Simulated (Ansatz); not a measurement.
# LiAs (triplet): the correlation ladder at distance As1–Li2 = 4.571 Å, cc-pVDZ

How much of the correlation energy of LiAs (triplet) does each wave-function method recover here?

The runs use Ansatz 0.2.0, Gaussian basis; cc-pVDZ, core rule «outside noble gas», up to 15 orbitals frozen.

Plan: UHF; CCSD(T) on ROHF; CCSD(T) on UHF; BCCD(T) on ROHF; CISD; CCSDT(Q) on ROHF; CCSDT(Q) on UHF; CASSCF and MRCISD+Q, 4 electrons in 4 orbitals; CASSCF and NEVPT2, 4 electrons in 4 orbitals; Full CI.

70 further runs of the same task are left out: 47 for a known fault of the program, 1 for a mislabelled method, 18 that didn't finish, 4 set aside as unsound or not needed.

**1. What is computed**

The geometry derives from a PBE0/def2-TZVP stationary point (not a proven minimum). One bond is set to the value named and the two fragments are kept rigid. No spin-orbit coupling is included. The filled d shell of As may be among the frozen orbitals whatever the setting's name suggests; the logs give the count.

2 atoms, charge 0, spin multiplicity 3.

Atoms are counted from 1 here; the program's logs count them from 0.

No contacts short enough for the rule that draws bonds.

**2. UHF**

Input file in.yaml:

```yaml
crystal:
  periodic: [false, false, false]
  atoms:
    - {symbol: As, position_ang: [0.000000, 0.000000, 0.000000]}
    - {symbol: Li, position_ang: [0.000000, 0.000000, 4.571000]}
basis:
  gaussian: {orbitals: cc-pVDZ}
magnetization: {spin_polarized: true, initial_magnetization: 2}
hamiltonian: {xc: hf}
output: {orbitals: {seedname: orbitals}}
```

Started as:

```
ansatz run in.yaml --threads 1 --pin off --events-out ev --progress --plain --max-ram 2393MiB
```

The runs that follow: CCSD(T) on ROHF; CCSD(T) on UHF; BCCD(T) on ROHF; CISD; CCSDT(Q) on ROHF; CCSDT(Q) on UHF; CASSCF and MRCISD+Q, 4 electrons in 4 orbitals; CASSCF and NEVPT2, 4 electrons in 4 orbitals; Full CI.

Q: Predict the results of all the runs planned. Wanted: FCI below the RHF energy; RMP2 from FCI; UMP2 from FCI; RCCSD from FCI; RCCSD(T) from FCI; UCCSD(T) from FCI; RCCSDT(Q) from FCI; UCCSDT(Q) from FCI; NEVPT2 pair from FCI.

The runs gave:

```
                         quantity                                                                                    value
         FCI below the RHF energy                                                                               -3.7503 eV
                    RMP2 from FCI                                                                          +31.91 kcal/mol
                    UMP2 from FCI                                                                          +10.27 kcal/mol
                   RCCSD from FCI                                                                           +2.36 kcal/mol
                RCCSD(T) from FCI                                                                           +0.67 kcal/mol
                UCCSD(T) from FCI                                                                           +0.25 kcal/mol
               RCCSDT(Q) from FCI                                                                           -0.21 kcal/mol
               UCCSDT(Q) from FCI                                                                           -0.23 kcal/mol
             NEVPT2 pair from FCI                                                                           +9.28 kcal/mol
           MRCISD+Q pair from FCI                                                                           -0.92 kcal/mol
levels within 1 kcal/mol (43 meV)  UCCSD, RCCSD(T), UCCSD(T), BCCD(T), RCCSDT, UCCSDT, RCCSDT(Q), UCCSDT(Q), MRCISD+Q pair
                    T1 diagnostic                                                                                    0.334
   effectively unpaired electrons                                                                                     3.68
```

**Reading.** RCCSD(T) misses by +0.67 kcal/mol, 0.8 % of the correlation energy. UCCSDT, RCCSDT(Q), UCCSDT(Q), MRCISD+Q pair fall below full CI: unrestricted runs freeze a spin-polarised core, another one than full CI's, and coupled cluster isn't variational. The occupations show strong static correlation (3.7 unpaired electrons where one determinant has 2). Coupled cluster on one determinant still stays close here. Of the multireference levels listed MRCISD+Q pair comes nearest in total energy (-0.92 kcal/mol), which doesn't show that its space is the better one. These misses are within one basis, not against nature; the frozen cores of restricted and unrestricted runs differ, which can shift their rows.
